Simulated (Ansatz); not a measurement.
Born–Oppenheimer molecular dynamics of a periodic cell of 28 atoms, RbBePO₄ (host RbBePO4, host structure Pna2_1). It goes on from the last frame of an earlier run, with new velocities.

These are results of Ansatz 0.2.0, DFT r2SCAN, scalar-relativistic, plane waves, PAW, not measurements. Settings: accuracy low, cutoff 500 eV, k mesh 1x1x2, fermi-dirac smearing 0.05 eV, no spin polarisation.

| Quantity | Value |
| --- | --- |
| ensemble | NVE (velocity Verlet) |
| time step | 1 fs |
| steps asked | 300 |
| starting velocities drawn for | 910 K |
| seed | 555567 |

Frames 1 fs apart, positions in Å.

Velocities at 250 fs (Å/ps):

```
Rb -0.26 0.36 -3.44
Rb 3.60 -2.54 3.65
Rb -2.19 -0.44 3.12
Rb -0.34 4.44 0.44
Be -13.13 3.49 -5.19
Be 6.62 -1.83 2.12
Be -7.48 0.80 4.92
Be 1.02 -4.62 7.15
P 0.68 -2.49 0.20
P -8.25 1.81 -1.65
P 1.01 -3.51 -2.42
P 0.31 1.23 0.92
O -4.31 0.82 11.41
O -7.28 4.46 -2.11
O 0.89 -4.05 -10.74
O 16.39 2.14 0.36
O -3.39 -1.20 -1.25
O 7.50 0.32 4.65
O -3.51 -1.40 1.03
O 0.13 -1.27 -13.98
O 2.77 -8.52 0.34
O -5.14 0.63 -1.15
O 3.18 1.08 -3.74
O 5.15 -2.81 -10.98
O -7.68 -1.83 3.23
O 9.99 1.30 7.54
O -4.97 5.67 2.74
O 5.34 1.83 -6.84
```

```xyz
28
Lattice="8.6500 0.0000 0.0000 0.0000 8.7391 0.0000 0.0000 0.0000 5.0625" Properties=species:S:1:pos:R:3 time_fs=250 energy_less_start_eV=1.138 T=584
Rb 8.793 2.542 2.740
Rb 0.098 5.712 -0.356
Rb 4.095 1.402 2.532
Rb 4.199 6.885 -0.016
Be 3.030 3.491 -0.050
Be 5.956 5.298 2.372
Be 7.396 0.848 0.405
Be 1.426 7.916 2.673
P 1.730 0.653 5.362
P 7.001 8.095 2.813
P 6.164 3.752 4.980
P 2.780 5.020 2.518
O 2.436 4.465 1.088
O 6.748 4.318 3.703
O 6.804 0.517 1.780
O 2.005 8.278 4.359
O 0.241 0.893 5.042
O 8.465 7.713 2.576
O 4.651 3.726 5.084
O 4.307 5.248 2.708
O 1.969 0.236 1.763
O 6.762 8.643 4.220
O 6.595 4.591 1.175
O 2.463 3.815 3.539
O 1.999 6.299 2.694
O 6.918 2.416 5.068
O 6.069 6.957 2.526
O 2.604 1.910 5.128
28
Lattice="8.6500 0.0000 0.0000 0.0000 8.7391 0.0000 0.0000 0.0000 5.0625" Properties=species:S:1:pos:R:3 time_fs=251 energy_less_start_eV=1.077 T=602
Rb 8.793 2.542 2.736
Rb 0.102 5.709 -0.353
Rb 4.093 1.402 2.535
Rb 4.199 6.890 -0.016
Be 3.017 3.494 -0.055
Be 5.962 5.296 2.375
Be 7.388 0.849 0.409
Be 1.426 7.910 2.681
P 1.731 0.650 5.362
P 6.993 8.098 2.811
P 6.165 3.748 4.978
P 2.781 5.021 2.519
O 2.432 4.466 1.099
O 6.740 4.323 3.700
O 6.804 0.513 1.770
O 2.022 8.280 4.359
O 0.238 0.892 5.042
O 8.473 7.713 2.581
O 4.647 3.724 5.085
O 4.307 5.247 2.694
O 1.972 0.227 1.763
O 6.757 8.643 4.219
O 6.598 4.592 1.171
O 2.468 3.813 3.527
O 1.992 6.297 2.697
O 6.928 2.417 5.076
O 6.064 6.962 2.528
O 2.610 1.912 5.122
28
Lattice="8.6500 0.0000 0.0000 0.0000 8.7391 0.0000 0.0000 0.0000 5.0625" Properties=species:S:1:pos:R:3 time_fs=252 energy_less_start_eV=1.005 T=622
Rb 8.793 2.542 2.733
Rb 0.106 5.707 -0.349
Rb 4.091 1.402 2.538
Rb 4.199 6.894 -0.015
Be 3.005 3.498 -0.060
Be 5.967 5.294 2.379
Be 7.379 0.851 0.411
Be 1.425 7.903 2.692
P 1.731 0.648 5.361
P 6.986 8.100 2.809
P 6.166 3.744 4.976
P 2.782 5.021 2.520
O 2.427 4.467 1.111
O 6.732 4.329 3.697
O 6.804 0.508 1.760
O 2.039 8.282 4.359
O 0.236 0.892 5.042
O 8.481 7.712 2.586
O 4.644 3.722 5.085
O 4.306 5.246 2.679
O 1.975 0.219 1.763
O 6.751 8.643 4.217
O 6.602 4.593 1.167
O 2.472 3.813 3.516
O 1.984 6.295 2.700
O 6.937 2.418 5.084
O 6.058 6.967 2.531
O 2.615 1.913 5.115
28
Lattice="8.6500 0.0000 0.0000 0.0000 8.7391 0.0000 0.0000 0.0000 5.0625" Properties=species:S:1:pos:R:3 time_fs=253 energy_less_start_eV=0.925 T=645
Rb 8.792 2.543 2.729
Rb 0.109 5.704 -0.345
Rb 4.089 1.401 2.542
Rb 4.199 6.899 -0.015
Be 2.994 3.502 -0.065
Be 5.972 5.291 2.385
Be 7.369 0.854 0.410
Be 1.424 7.894 2.704
P 1.730 0.647 5.360
P 6.979 8.104 2.808
P 6.168 3.739 4.976
P 2.784 5.020 2.520
O 2.422 4.468 1.124
O 6.723 4.337 3.692
O 6.803 0.503 1.752
O 2.057 8.283 4.358
O 0.235 0.892 5.043
O 8.489 7.712 2.591
O 4.640 3.719 5.085
O 4.305 5.245 2.664
O 1.978 0.211 1.761
O 6.745 8.643 4.216
O 6.606 4.595 1.161
O 2.477 3.813 3.503
O 1.976 6.294 2.704
O 6.946 2.420 5.092
O 6.052 6.970 2.533
O 2.619 1.912 5.109
28
Lattice="8.6500 0.0000 0.0000 0.0000 8.7391 0.0000 0.0000 0.0000 5.0625" Properties=species:S:1:pos:R:3 time_fs=254 energy_less_start_eV=0.844 T=668
Rb 8.792 2.543 2.726
Rb 0.113 5.702 -0.341
Rb 4.087 1.401 2.545
Rb 4.199 6.903 -0.014
Be 2.983 3.506 -0.070
Be 5.975 5.289 2.392
Be 7.359 0.858 0.407
Be 1.421 7.884 2.718
P 1.729 0.645 5.358
P 6.974 8.108 2.806
P 6.169 3.735 4.975
P 2.787 5.019 2.521
O 2.417 4.470 1.136
O 6.714 4.345 3.688
O 6.802 0.498 1.744
O 2.076 8.285 4.357
O 0.235 0.892 5.045
O 8.496 7.711 2.597
O 4.636 3.716 5.085
O 4.303 5.244 2.648
O 1.981 0.203 1.759
O 6.738 8.642 4.215
O 6.609 4.597 1.155
O 2.480 3.815 3.491
O 1.968 6.293 2.708
O 6.954 2.421 5.100
O 6.046 6.972 2.535
O 2.623 1.911 5.104
28
Lattice="8.6500 0.0000 0.0000 0.0000 8.7391 0.0000 0.0000 0.0000 5.0625" Properties=species:S:1:pos:R:3 time_fs=255 energy_less_start_eV=0.768 T=690
Rb 8.791 2.543 2.722
Rb 0.117 5.700 -0.337
Rb 4.085 1.401 2.548
Rb 4.199 6.907 -0.014
Be 2.973 3.510 -0.075
Be 5.978 5.285 2.400
Be 7.349 0.862 0.402
Be 1.418 7.872 2.734
P 1.727 0.644 5.356
P 6.970 8.113 2.804
P 6.170 3.730 4.976
P 2.790 5.016 2.521
O 2.412 4.471 1.147
O 6.704 4.354 3.682
O 6.800 0.492 1.738
O 2.095 8.286 4.356
O 0.236 0.893 5.048
O 8.503 7.710 2.604
O 4.633 3.712 5.085
O 4.301 5.243 2.632
O 1.985 0.195 1.756
O 6.731 8.641 4.213
O 6.613 4.599 1.148
O 2.484 3.818 3.478
O 1.961 6.292 2.711
O 6.961 2.423 5.109
O 6.040 6.973 2.536
O 2.627 1.909 5.099
28
Lattice="8.6500 0.0000 0.0000 0.0000 8.7391 0.0000 0.0000 0.0000 5.0625" Properties=species:S:1:pos:R:3 time_fs=256 energy_less_start_eV=0.704 T=708
Rb 8.791 2.544 2.719
Rb 0.121 5.697 -0.333
Rb 4.084 1.401 2.552
Rb 4.199 6.911 -0.013
Be 2.964 3.514 -0.080
Be 5.980 5.282 2.408
Be 7.339 0.867 0.394
Be 1.414 7.860 2.751
P 1.725 0.643 5.353
P 6.968 8.119 2.801
P 6.171 3.725 4.976
P 2.793 5.014 2.521
O 2.406 4.472 1.157
O 6.694 4.364 3.676
O 6.797 0.486 1.732
O 2.114 8.287 4.354
O 0.238 0.894 5.052
O 8.509 7.709 2.611
O 4.630 3.708 5.084
O 4.299 5.243 2.616
O 1.988 0.187 1.753
O 6.723 8.640 4.211
O 6.617 4.601 1.141
O 2.487 3.822 3.467
O 1.954 6.290 2.715
O 6.968 2.424 5.117
O 6.034 6.974 2.538
O 2.630 1.906 5.095
28
Lattice="8.6500 0.0000 0.0000 0.0000 8.7391 0.0000 0.0000 0.0000 5.0625" Properties=species:S:1:pos:R:3 time_fs=257 energy_less_start_eV=0.658 T=721
Rb 8.790 2.544 2.715
Rb 0.125 5.695 -0.329
Rb 4.082 1.401 2.555
Rb 4.199 6.916 -0.013
Be 2.957 3.518 -0.084
Be 5.981 5.278 2.418
Be 7.329 0.873 0.383
Be 1.411 7.847 2.769
P 1.723 0.643 5.351
P 6.966 8.124 2.799
P 6.172 3.721 4.978
P 2.797 5.012 2.521
O 2.401 4.472 1.166
O 6.683 4.374 3.670
O 6.794 0.480 1.728
O 2.132 8.289 4.352
O 0.241 0.895 5.057
O 8.513 7.707 2.618
O 4.627 3.703 5.082
O 4.297 5.242 2.600
O 1.992 0.179 1.749
O 6.715 8.639 4.210
O 6.621 4.604 1.133
O 2.489 3.826 3.455
O 1.948 6.289 2.719
O 6.974 2.426 5.125
O 6.027 6.973 2.539
O 2.632 1.903 5.090
```

Of the whole run (300 fs, mean temperature of the second half 706 K): The conserved energy stayed within 0.073 meV per atom of its start (net change -0.061 meV per atom), so the integration is sound. A run of 0.3 ps of so small a system gives no equilibrium averages. Limits of this set-up: coarse k mesh, low accuracy level.

The run took 21 min on 2 threads of Intel(R) Xeon(R) Platinum 8488C (Sapphire Rapids), on a shared host, peak memory 1.2 GiB.
